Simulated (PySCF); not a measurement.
# SrTl+: bond curves at several levels of theory

One job finds the state of SrTl+, follows it along the bond with each method and fits the curves.

Computed with PySCF 2.14.0. Level: Sr def2-SVPD with ECP28, Tl def2-SVPD with ECP60, scalar-relativistic core potentials.

### Step 1. The job

A driver script around PySCF takes these settings:

| Property | Result |
| --- | --- |
| atoms | Sr, Tl |
| charge | 1 |
| basis | Sr def2-SVPD with ECP28, Tl def2-SVPD with ECP60 |
| Hamiltonian | scalar-relativistic core potentials |
| basis functions | 58 |
| electrons treated | 30 |
| masses in u | 87.9056, 204.9744 |
| levels | PBE0, PBE, r²SCAN, M06-L, TPSSh, PW91, HSE06, HF, MP2, SCS-MP2, CCSD, CCSD(T) |
| grid | 80 radial by 434 angular points |
| occupations | held fixed by the projection of orbital angular momentum |
| dissociation limit | Sr+ + Tl, each in its ground configuration |
| starting distance in angstrom | 3.240 |
| values of 2S to try | 0, 2 |

Launch:

```bash
$ OMP_NUM_THREADS=1 python dia.py task.json out
```

After this run come: PBE0 along the bond; Other states along the same grid; PBE; r²SCAN; M06-L (meta-GGA); TPSSh; PW91; HSE06 (range-separated hybrid); RHF (mean field); Correlated methods on the Hartree–Fock reference.

What does the calculation give? Wanted: for each run, Re; ωe; De; μ.

The runs gave:

Lowest PBE0 solution found, without spin–orbit coupling: ¹Σ⁺ (singlet), closed shell. State 2 has its PBE0 minimum 0.77 eV higher. State 4 has its PBE0 minimum 1.05 eV higher, as a spin-mixed determinant (⟨S²⟩ = 1.00), so this is no gap between pure states. The other levels ran on the lowest alone.

| level | Re (Å) | ωe (cm⁻¹) | De (eV) | μ (D) |
| --- | --- | --- | --- | --- |
| RHF | 4.029 | 62.6 | 0.64 | -7.00 |
| RHF-MP2 | 3.825 | 70.3 | 1.31 | n/a |
| RHF-SCS-MP2 | 3.873 | 67.3 | 1.34 | n/a |
| RHF-CCSD | 3.845 | 69.2 | 1.40 | n/a |
| RHF-CCSD(T) | 3.834 | 69.6 | 1.46 | n/a |
| PBE | 3.854 | 68.4 | 1.68 | -6.63 |
| PW91 | 3.838 | 69.4 | 1.70 | -6.72 |
| r²SCAN | 3.830 | 71.9 | 1.33 | -7.23 |
| M06-L | 3.904 | 65.3 | 1.92 | -5.37 |
| TPSSh | 3.850 | 69.9 | 1.59 | -7.30 |
| PBE0 | 3.837 | 71.2 | 1.51 | -6.98 |
| HSE06 | 3.832 | 71.4 | 1.53 | -7.00 |

De is counted to Sr+ + Tl in their ground configurations. A positive dipole points from Sr to Tl; in an ion it is taken about the centre of mass and does not tell which atom is negative.

Differences from CCSD(T) in the same basis:

| level | Re (mÅ) | ωe (%) |
| --- | --- | --- |
| RHF | +194 | -10.1 |
| RHF-MP2 | -9 | +0.9 |
| RHF-SCS-MP2 | +38 | -3.4 |
| RHF-CCSD | +10 | -0.6 |
| PBE | +19 | -1.7 |
| PW91 | +4 | -0.4 |
| r²SCAN | -5 | +3.2 |
| M06-L | +69 | -6.2 |
| TPSSh | +15 | +0.4 |
| PBE0 | +2 | +2.2 |
| HSE06 | -3 | +2.5 |

Judged by CCSD(T) in the same basis: best bond length PBE0 (+2 mÅ), worst RHF (+194 mÅ); best wavenumber PW91 and TPSSh (0.4 % off), worst RHF (-10.1 %). CCSD(T) in a basis this small is itself some way from its limit, more so than the functionals. Among the levels with a De in the table, it runs from 0.64 eV (RHF) to 1.92 eV (M06-L).

Correlated steps freeze 4 core orbitals. Spin–orbit coupling is left out, which matters for elements this heavy, above all for dissociation energies.
